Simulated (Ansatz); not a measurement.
# CHBe (doublet): wave-function methods side by side at scale of all distances = 1.278, 6-31G

How much of the correlation energy of CHBe (doublet) does each wave-function method recover here?

Program: Ansatz 0.2.0, Gaussian basis. Level of theory: 6-31G, core rule «outside noble gas», up to 2 orbitals frozen. These are calculated values, not measurements.

Plan: UHF; CCSD(T) on ROHF; CCSD(T) on UHF; BCCD(T) on ROHF; CISD as a restricted active space (open shells left free, so some higher excitations enter); CCSDT(Q) on ROHF; CCSDT(Q) on UHF; CISDTQ; CCSDTQ on ROHF; CCSDTQ on UHF; CASSCF and MRCISD+Q, 3 electrons in 3 orbitals; CASSCF and NEVPT2, 3 electrons in 3 orbitals; Full CI.

19 further runs of the same task are left out: 7 for a known fault of the program, 9 that didn't finish, 3 set aside as unsound or not needed. Runs told in other sessions of the task aren't counted.

## Step 1: What is computed

The geometry derives from a PBE0/def2-TZVP stationary point (not a proven minimum). All distances are scaled together.

3 atoms, charge 0, spin multiplicity 2.

Atoms are counted from 1 here; the program's logs count them from 0.

Bond lengths: C1–Be2 2.076 Å.

## Step 2: UHF

Contents of in.yaml:

```yaml
crystal:
  periodic: [false, false, false]
  atoms:
    - {symbol: C, position_ang: [0.000000, 0.000000, 0.231105]}
    - {symbol: Be, position_ang: [0.000000, 0.000000, -1.844623]}
    - {symbol: H, position_ang: [0.000000, 0.000000, 1.613518]}
basis:
  gaussian: {orbitals: 6-31G}
magnetization: {spin_polarized: true, initial_magnetization: 1}
hamiltonian: {xc: hf}
output: {orbitals: {seedname: orbitals}}
```

Command:

```bash
$ ansatz run in.yaml --threads 1 --pin off --events-out ev --progress --plain --max-ram 2393MiB
```

The runs that follow: CCSD(T) on ROHF; CCSD(T) on UHF; BCCD(T) on ROHF; CISD as a restricted active space (open shells left free, so some higher excitations enter); CCSDT(Q) on ROHF; CCSDT(Q) on UHF; CISDTQ; CCSDTQ on ROHF; CCSDTQ on UHF; CASSCF and MRCISD+Q, 3 electrons in 3 orbitals; CASSCF and NEVPT2, 3 electrons in 3 orbitals; Full CI.

Q: Predict the results of all the runs planned. Wanted: FCI from the RHF energy; RMP2 from FCI; NEVPT2 pair from FCI; MRCISD+Q pair from FCI; T1 diagnostic; effectively unpaired electrons.

**Answer**, as computed:

```
                         quantity                  value
          FCI from the ROHF energy             -4.4565 eV
                    RMP2 from FCI            +2246.6 meV
             NEVPT2 pair from FCI             +746.9 meV
           MRCISD+Q pair from FCI               -8.0 meV
levels within 1 kcal/mol (43 meV)  CISDTQ, MRCISD+Q pair
                    T1 diagnostic                  0.047
   effectively unpaired electrons                   3.05
```

What this shows: MRCISD+Q pair falls below full CI: the +Q correction isn't variational, and the cores differ from full CI's. The occupations show strong static correlation (3.1 unpaired electrons where one determinant has 1). Of the multireference levels listed MRCISD+Q pair comes nearest in total energy (-8.0 meV), which doesn't show that its space is the better one. Coupled cluster took another determinant than the lowest Hartree-Fock one. These misses are within one basis, not against nature. RMP2 recovers 50 % of the correlation energy that FCI gives.

The restricted and unrestricted ladders end 1.65 eV apart at CCSDT(Q), which points to two states or an unsound top rung; rows of one don't measure the error of the other.

With open shells the CI space here admits some higher excitations, so it is larger than plain CISD.
